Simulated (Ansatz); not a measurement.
# BrF2Sn: the cost of one run

Method: the settings change from run to run; program: Ansatz 0.2.0, Gaussian basis.

## (1) The molecule

The geometry comes from an earlier relaxation with PBE0-D4 in a triple-zeta def2 set; it is a stationary point. Sn takes a core potential in def2 sets; no spin-orbit term is included.

SMILES `[F][Sn]([F])[Br]`, 4 atoms, charge 0, spin multiplicity 2.

Atoms are counted from 1 here; the program's logs count them from 0.

Bond lengths: F1–Sn2 1.913 Å, Sn2–F3 1.913 Å, Sn2–Br4 2.481 Å. Angles: F1–Sn2–F3 102.5°, F1–Sn2–Br4 108.5°, F3–Sn2–Br4 108.5°.

## (2) wB97X/def2-TZVPD

Set apart from the defaults: coordinates scaled by 1.25, high accuracy.

The input, in.yaml:

```yaml
crystal:
  periodic: [false, false, false]
  atoms:
    - {symbol: F, position_ang: [-1.050122, -0.618709, 1.924945]}
    - {symbol: Sn, position_ang: [0.350558, 0.544324, 0.374100]}
    - {symbol: F, position_ang: [2.043385, -1.074147, -0.110216]}
    - {symbol: Br, position_ang: [-1.274445, 1.073282, -2.214331]}
basis:
  gaussian: {orbitals: def2-TZVPD}
magnetization: {spin_polarized: true, initial_magnetization: 1}
hamiltonian: {xc: {name: wB97X}}
accuracy: high
output: {forces: true}
```

The run is started by

```bash
ansatz run in.yaml --threads 4 --pin off --events-out ev --progress --plain --max-ram 10444MiB
```

What time and memory should one allow on 4 threads of AMD EPYC 7B13, shared host?

About 97 s, with a peak of 2.2 GiB.
